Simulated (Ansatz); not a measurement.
# Molecular dynamics of Sr$_{4}$Ca$_{12}$B

Input:

```yaml
crystal:
  lattice:
    - [9.035752, 0.0, 0.0]
    - [0.0, 9.035752, 0.0]
    - [0.0, 0.0, 9.035752]
  atoms:
    - { symbol: Sr, position: [-0.01515834, -0.00133462, 1.322e-05] }
    - { symbol: Ca, position: [0.24153485, 0.25365436, 0.23883275] }
    - { symbol: Ca, position: [0.73816282, 0.75213069, 0.73798611] }
    - { symbol: Ca, position: [0.49797382, 0.48909475, 0.5000612] }
    - { symbol: Sr, position: [0.51691701, 0.48736771, 4.905e-05] }
    - { symbol: Ca, position: [0.73818021, 0.75211343, 0.26214677] }
    - { symbol: Ca, position: [0.24153521, 0.2536067, 0.7613095] }
    - { symbol: Ca, position: [0.02076823, -0.01420634, 0.50000646] }
    - { symbol: Sr, position: [0.47672467, -0.0055117, 0.50007099] }
    - { symbol: Ca, position: [0.7679508, 0.2491829, 0.72000781] }
    - { symbol: Ca, position: [0.25951592, 0.7567065, 0.22489414] }
    - { symbol: Ca, position: [-0.01013055, 0.51290435, 6.06e-06] }
    - { symbol: Sr, position: [0.03761682, 0.53298908, 0.50008373] }
    - { symbol: Ca, position: [0.25952539, 0.75683427, 0.77527289] }
    - { symbol: Ca, position: [0.76794175, 0.24917664, 0.28016204] }
    - { symbol: Ca, position: [0.51076402, 0.01502837, 0.00010606] }
    - { symbol: B, position: [0.32286458, 0.70915271, 0.50009333] }
basis:
  ecutwfc: 420.0
kpoints:
  mp_grid: { grid: [1, 1, 1] }
hamiltonian:
  xc: pbe
scf:
  occupations: { method: fermi_dirac, width: 0.05 }
  lower_state_search: "off"
md:
  timestep: 1.5
  n_steps: 260
  ensemble: nvt_langevin
  temperature: 1200.0
  initial_velocities: maxwell_boltzmann
  seed: 284360
  friction: 0.02
```

Run as:

```bash
$ ansatz run input.yaml --threads 1 --pin off --max-ram 3072MiB --backend cpu --events-out ev --progress --plain --runs-dir out
```

It starts from a relaxed structure.

Output, in part (step lines):

```
md step     0: t =     0.00 fs  T =  1129.4 K  F+E_penalty+E_count = -36133.48706008 eV  E_kin = 2.481792 eV  (10 SCF iters)
md step     1: t =     1.50 fs  T =  1123.9 K  F+E_penalty+E_count = -36133.48406850 eV  E_kin = 2.469572 eV  (8 SCF iters)
md step     2: t =     3.00 fs  T =  1180.0 K  F+E_penalty+E_count = -36133.47577694 eV  E_kin = 2.592868 eV  (8 SCF iters)
md step     3: t =     4.50 fs  T =  1104.3 K  F+E_penalty+E_count = -36133.46282637 eV  E_kin = 2.426561 eV  (8 SCF iters)
md step     4: t =     6.00 fs  T =  1027.0 K  F+E_penalty+E_count = -36133.44603290 eV  E_kin = 2.256692 eV  (8 SCF iters)
md step     5: t =     7.50 fs  T =  1137.3 K  F+E_penalty+E_count = -36133.42518846 eV  E_kin = 2.499197 eV  (6 SCF iters)
md step     6: t =     9.00 fs  T =  1049.5 K  F+E_penalty+E_count = -36133.40088568 eV  E_kin = 2.306273 eV  (6 SCF iters)
md step     7: t =    10.50 fs  T =  1088.3 K  F+E_penalty+E_count = -36133.37371718 eV  E_kin = 2.391422 eV  (6 SCF iters)
[... lines left out ...]
md step   259: t =   388.50 fs  T =  1658.8 K  F+E_penalty+E_count = -36131.53984083 eV  E_kin = 3.645080 eV  (6 SCF iters)
md step   260: t =   390.00 fs  T =  1521.5 K  F+E_penalty+E_count = -36131.54242288 eV  E_kin = 3.343443 eV  (8 SCF iters)
```

The steps, from the saved trajectory:

| time (fs) | T (K) | potential energy less start (eV) |
| --- | --- | --- |
| 0.0 | 1129 | 0.000 |
| 12.0 | 1156 | 0.143 |
| 24.0 | 1048 | 0.524 |
| 36.0 | 1061 | 0.978 |
| 48.0 | 834 | 1.256 |
| 60.0 | 1004 | 1.384 |
| 72.0 | 919 | 1.530 |
| 84.0 | 703 | 1.848 |
| 96.0 | 816 | 2.080 |
| 108.0 | 783 | 2.100 |
| 120.0 | 1244 | 1.913 |
| 132.0 | 980 | 1.827 |
| 144.0 | 1191 | 1.808 |
| 156.0 | 1393 | 1.895 |
| 168.0 | 1319 | 2.195 |
| 180.0 | 1329 | 2.530 |
| 192.0 | 1424 | 2.875 |
| 204.0 | 1375 | 3.071 |
| 216.0 | 1185 | 3.047 |
| 228.0 | 1079 | 2.921 |
| 240.0 | 957 | 2.931 |
| 252.0 | 1236 | 2.756 |
| 264.0 | 1337 | 2.310 |
| 276.0 | 1268 | 2.373 |
| 288.0 | 1288 | 2.667 |
| 300.0 | 1329 | 2.619 |
| 312.0 | 1348 | 2.451 |
| 324.0 | 1326 | 2.482 |
| 336.0 | 1550 | 2.629 |
| 348.0 | 1454 | 2.432 |
| 360.0 | 1476 | 2.250 |
| 372.0 | 1321 | 2.187 |
| 384.0 | 1591 | 1.986 |

All steps were run. A run of 0.39 ps of so small a system gives no equilibrium averages. Limits of this set-up: coarse k mesh, odd electron count without spin.

Mean squared displacements from the first frame to the last, about the centre of mass: Sr 0.11 Å², Ca 0.25 Å², B 1.27 Å².

Last frame:

```xyz
17
Lattice="9.0358 0.0000 0.0000 0.0000 9.0358 0.0000 0.0000 0.0000 9.0358" Properties=species:S:1:pos:R:3
Sr -0.123 0.413 0.039
Ca 2.586 2.529 1.863
Ca 7.213 6.812 6.303
Ca 4.548 4.993 4.488
Sr 5.208 4.285 -0.203
Ca 7.201 6.871 1.846
Ca 2.361 2.416 6.572
Ca 0.418 0.274 3.962
Sr 4.753 0.185 4.171
Ca 7.107 2.401 6.177
Ca 3.042 7.005 1.188
Ca 0.484 4.265 0.461
Sr 0.698 4.963 4.143
Ca 2.087 6.853 6.905
Ca 7.004 2.912 2.621
Ca 5.178 0.121 -0.263
B 2.359 7.301 4.211
```

Time of the run: 15 min on 1 thread of Arm Neoverse V2, with other jobs on the host, peak memory 0.63 GiB.
